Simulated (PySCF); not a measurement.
# B3N3H6 (borazine) at 6 levels

Wanted: a comparison of 6 runs (M06-2X/6-31G*, PBE/6-31G*, SVWN5/6-31G*, TPSS/6-31G*, revPBE/6-31G*, wB97X/6-31G*) of B3N3H6 (borazine). Input form: a Python script.

The calculation is run with PySCF 2.14.0.

1 further run of the same task is left out (set aside as unsound or not needed).

## (1) The molecule

B3N3H6 has 12 atoms, charge 0, and is taken as a singlet. As SMILES, `B1NBNBN1`. The shape is that of a GFN2-xTB optimisation. This is one conformer, not always the lowest.

Bond lengths: B1–N2 1.417 Å, N2–B3 1.417 Å, B3–N4 1.417 Å, N4–B5 1.417 Å, B1–N6 1.417 Å, B5–N6 1.417 Å, B1–H7 1.175 Å, N2–H8 1.008 Å, B3–H9 1.175 Å, N4–H10 1.008 Å, B5–H11 1.175 Å, N6–H12 1.008 Å. Some angles: B1–N2–B3 123.1°, N2–B1–N6 116.9°, N2–B3–N4 116.9°, B3–N4–B5 123.1°, N4–B5–N6 116.9°, B1–N6–B5 123.1°, B1–N2–H8 118.4°, B3–N2–H8 118.5°, N2–B1–H7 121.5°, N6–B1–H7 121.5°.

## (2) The energy at M06-2X/6-31G(d) (spherical functions) (run 1)

The input, input.py:

```python
from pyscf import gto, dft

system = gto.Mole()
system.atom = '''
B       -0.722360      -1.217890       0.252490
N        0.520870      -0.950270       0.877610
B        1.259700       0.237720       0.652990
N        0.700320       1.180580      -0.244840
B       -0.537270       0.980440      -0.905130
N       -1.221290      -0.230120      -0.632330
H       -1.312420      -2.213100       0.458380
H        0.896460      -1.637390       1.512390
H        2.289330       0.431630       1.185300
H        1.206730       2.034180      -0.421880
H       -0.976200       1.781250      -1.644680
H       -2.103870      -0.397030      -1.090310
'''
system.basis = '6-31g*'
system.spin = 0
system.max_memory = 1860
system.charge = 0
system.verbose = 3
system.build()

mf = dft.RKS(system, xc='m06-2x')
mf.grids.level = 5
mf.conv_tol = 1e-10
mf.kernel()
if not mf.converged:
    mf = mf.newton().run(mf.mo_coeff, mf.mo_occ)

etot = mf.e_tot
print('E(%s) = %.9f' % ('M06-2X', etot))
```

On the command line:

```
$ OMP_NUM_THREADS=1 python input.py
```

Standard output:

```text
converged SCF energy = -242.55904478195
E(M06-2X) = -242.559044782
```

Wall time 53 s (1 thread of Intel Xeon at 2.70GHz, shared host); peak memory 0.54 GiB.

## (3) The energy at PBE/6-31G(d) (spherical functions) (run 2)

The input, input.py:

```python
# B1NBNBN1
from pyscf import gto, dft

mol = gto.M(
    atom='''
B     -1.365063    -2.301479     0.477137
N      0.984302    -1.795750     1.658443
B      2.380488     0.449226     1.233972
N      1.323413     2.230973    -0.462681
B     -1.015293     1.852763    -1.710448
N     -2.307904    -0.434864    -1.194931
H     -2.480114    -4.182153     0.866213
H      1.694064    -3.094219     2.858003
H      4.326207     0.815662     2.239892
H      2.280389     3.844043    -0.797238
H     -1.844751     3.366075    -3.107995
H     -3.975738    -0.750278    -2.060387
''',
    max_memory=1860,
    unit='bohr',
    charge=0,
    basis='6-31g*',
    spin=0,
    verbose=3,
)

ks = dft.RKS(mol, xc='pbe')
ks.grids.level = 5
ks.conv_tol = 1e-10
ks.kernel()
if not ks.converged:
    ks = ks.newton().run(ks.mo_coeff, ks.mo_occ)

etot = ks.e_tot
print('E(%s) = %.9f' % ('PBE', etot))
```

On the command line:

```
$ OMP_NUM_THREADS=1 python input.py
```

Standard output:

```text
converged SCF energy = -242.314176963921
E(PBE) = -242.314176964
```

It took 24 s on 1 thread of Intel Xeon at 2.70GHz, shared host; peak memory 0.49 GiB.

Runs 3 to 5 aren't shown in full; the table further down has their settings and results.

## (4) A single-point energy at wB97X/6-31G(d) (spherical functions) (run 6)

The input, calc.py:

```python
from pyscf import gto, dft

molecule = gto.M(
    atom=[
    ('B', (-0.722360, -1.217890, 0.252490)),
    ('N', (0.520870, -0.950270, 0.877610)),
    ('B', (1.259700, 0.237720, 0.652990)),
    ('N', (0.700320, 1.180580, -0.244840)),
    ('B', (-0.537270, 0.980440, -0.905130)),
    ('N', (-1.221290, -0.230120, -0.632330)),
    ('H', (-1.312420, -2.213100, 0.458380)),
    ('H', (0.896460, -1.637390, 1.512390)),
    ('H', (2.289330, 0.431630, 1.185300)),
    ('H', (1.206730, 2.034180, -0.421880)),
    ('H', (-0.976200, 1.781250, -1.644680)),
    ('H', (-2.103870, -0.397030, -1.090310)),
],
    verbose=3,
    basis='6-31g*',
    max_memory=1860,
)

mf = dft.RKS(molecule, xc='wb97x')
mf.grids.level = 5
mf.conv_tol = 1e-10
mf.kernel()
if not mf.converged:
    mf = mf.newton().run(mf.mo_coeff, mf.mo_occ)

e_tot = mf.e_tot
print('E = %.10f Eh' % e_tot)
```

On the command line:

```
$ OMP_NUM_THREADS=1 python calc.py
```

Standard output:

```text
converged SCF energy = -242.588899451024
E = -242.5888994510 Eh
```

Wall time 51 s (1 thread of Intel Xeon at 2.70GHz, shared host); peak memory 0.49 GiB.

## (5) The series

| run | level | energy (Eh) | dipole moment (D) | HOMO energy (eV) | LUMO energy (eV) | wall time |
| --- | --- | --- | --- | --- | --- | --- |
| 1 | M06-2X/6-31G* (spherical functions) | -242.559045 | 0.00 | -9.12 | 1.90 | 53 s |
| 2 | PBE/6-31G* (spherical functions) | -242.314177 | 0.00 | -6.53 | -0.09 | 24 s |
| 3 | SVWN5/6-31G* (spherical functions) | -240.445964 | 0.00 | -6.70 | -0.33 | 15 s |
| 4 | TPSS/6-31G* (spherical functions) | -242.695292 | 0.00 | -6.56 | 0.11 | 53 s |
| 5 | revPBE/6-31G* (spherical functions) | -242.561833 | 0.00 | -6.47 | 0.00 | 26 s |
| 6 | wB97X/6-31G* (spherical functions) | -242.588899 | 0.00 | -10.19 | 3.27 | 51 s |

## (6) Results

| quantity | value |
| --- | --- |
| run 6: total energy | -242.58890 Eh |
| run 6: dipole moment | 0.00 D |
| run 6: HOMO energy | -10.19 eV |
| run 6: LUMO energy | 3.27 eV |
| run 6: HOMO–LUMO gap | 13.46 eV |

What this shows: The HOMO–LUMO gap runs from 6.37 eV (SVWN5/6-31G*) to 13.46 eV (wB97X/6-31G*). Totals of different functionals can't be ranked against each other. All runs together took 3.7 min, the longest 53 s.
